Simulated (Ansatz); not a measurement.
# Cl2GeH2O: one species, many methods

How much do the methods differ for Cl2GeH2O? The plan is to run it at one geometry with functionals of several rungs and with coupled cluster. The yardstick is the atomisation energy at the CCSD(T) limit.

Computed with Ansatz 0.2.0, Gaussian basis. Level: functionals in def2-TZVPP, the program's frozen cores in correlated methods.

Levels to be run: LDA (SPW92), PBE-D4, revPBE-D4, BLYP-D4, r2SCAN-D4, B97M-V, PBE0-D4, B3LYP-D4, r2SCANh-D4, r2SCAN0-D4, HSE06-D4, BHLYP-D4, CAM-B3LYP-D4, LC-ωPBE, ωB97X-V, ωB97M-V, B2PLYP, PBE-QIDH; CCSD(T)/def2-SVP; CCSD(T)/def2-TZVPP; MP2/def2-QZVPP; extrapolation to the limit; RPA on PBE.

## Step 1: The geometry

The geometry comes from an earlier relaxation with PBE0-D4 in a triple-zeta def2 set; it is a stationary point.

SMILES `[OH][GeH]([Cl])[Cl]`, 6 atoms, charge 0, spin multiplicity 1.

Atoms are counted from 1 here; the program's logs count them from 0.

Bond lengths: O1–Ge2 1.752 Å, O1–H5 0.961 Å, Ge2–Cl3 2.137 Å, Ge2–Cl4 2.137 Å, Ge2–H6 1.521 Å. Angles: Ge2–O1–H5 113.6°, O1–Ge2–Cl3 109.7°, O1–Ge2–Cl4 109.7°, O1–Ge2–H6 108.2°, Cl3–Ge2–Cl4 106.8°, Cl3–Ge2–H6 111.2°, Cl4–Ge2–H6 111.3°.

## Step 2: LDA

This LDA is Slater exchange with PW92 correlation.

File in.yaml:

```yaml
crystal:
  periodic: [false, false, false]
  atoms:
    - {symbol: O, position_ang: [-0.160951, 1.291030, -0.614176]}
    - {symbol: Ge, position_ang: [-0.065448, -0.148801, 0.378946]}
    - {symbol: Cl, position_ang: [1.948470, -0.862572, 0.421721]}
    - {symbol: Cl, position_ang: [-1.252417, -1.700602, -0.487352]}
    - {symbol: H, position_ang: [0.126420, 1.152020, -1.521038]}
    - {symbol: H, position_ang: [-0.553975, 0.204925, 1.775698]}
basis:
  gaussian: {orbitals: def2-TZVPP}
hamiltonian: {xc: lda}
output: {orbitals: {seedname: orbitals}}
```

The runs that follow: PBE-D4 (GGA); revPBE-D4 (GGA); BLYP-D4 (GGA); r2SCAN-D4 (meta-GGA); B97M-V (meta-GGA); PBE0-D4 (hybrid); B3LYP-D4 (hybrid); r2SCANh-D4 (hybrid); r2SCAN0-D4 (hybrid); HSE06-D4 (hybrid); BHLYP-D4 (hybrid); CAM-B3LYP-D4 (range-separated); LC-ωPBE-D4 (range-separated); ωB97X-V (range-separated); ωB97M-V (range-separated); B2PLYP (double hybrid); PBE-QIDH (double hybrid); CCSD(T) in def2-SVP; CCSD(T) in def2-TZVPP; MP2 in def2-QZVPP; RPA on PBE orbitals.

Q: Predict the results of all the runs planned. Wanted: atomisation energy, CCSD(T)/CBS; farthest beyond LDA; mean size of error, GGA; mean size of error, meta-GGA; mean size of error, hybrid; mean size of error, range-separated; mean size of error, double hybrid; gap, smallest and largest; T1 diagnostic.

The runs gave:

| quantity | value |
| --- | --- |
| atomisation energy, CCSD(T)/CBS | 1870.6 kJ/mol |
| functionals within 18.7 kJ/mol (1.0 %) | PBE-D4, r2SCAN-D4, B97M-V, r2SCANh-D4, ωB97X-V, ωB97M-V |
| farthest beyond LDA | BHLYP-D4 (-107.0 kJ/mol) |
| mean size of error, GGA | 35.5 kJ/mol |
| mean size of error, meta-GGA | 9.3 kJ/mol |
| mean size of error, hybrid | 45.2 kJ/mol |
| mean size of error, range-separated | 22.1 kJ/mol |
| mean size of error, double hybrid | 35.6 kJ/mol |
| gap, smallest and largest | 5.78 eV (BLYP-D4), 13.62 eV (LC-ωPBE) |
| T1 diagnostic | 0.0104 |
| triples share of the correlation energy | 3.8 % |

In words: LDA overbinds by 294.1 kJ/mol (16 %). PBE-D4 misses by +13.2 kJ/mol. Double hybrids carry the basis error of their MP2 part in triple zeta, and no dispersion term here, so their miss is partly the set-up's. Taken by rung, meta-GGA functionals do best (9.3 kJ/mol on average) and hybrid ones worst beyond LDA (45.2 kJ/mol). The mean of the hybrids holds BHLYP, with half exact exchange. The reference freezes the cores and leaves out relativity and excitations past (T), and its outer-core shells are covered unevenly, so misses under about 18.7 kJ/mol can't be ranked. Hartree-Fock recovers 69 % of the binding; the rest is correlation. CCSD(T) in def2-SVP is off by -172.9 kJ/mol, more than most functionals: a good method in a small basis is no reference. Orbital gaps span 5.8 to 13.6 eV; exact exchange widens them. Correlated methods include outer-core shells of Ge, which these sets cover unevenly.
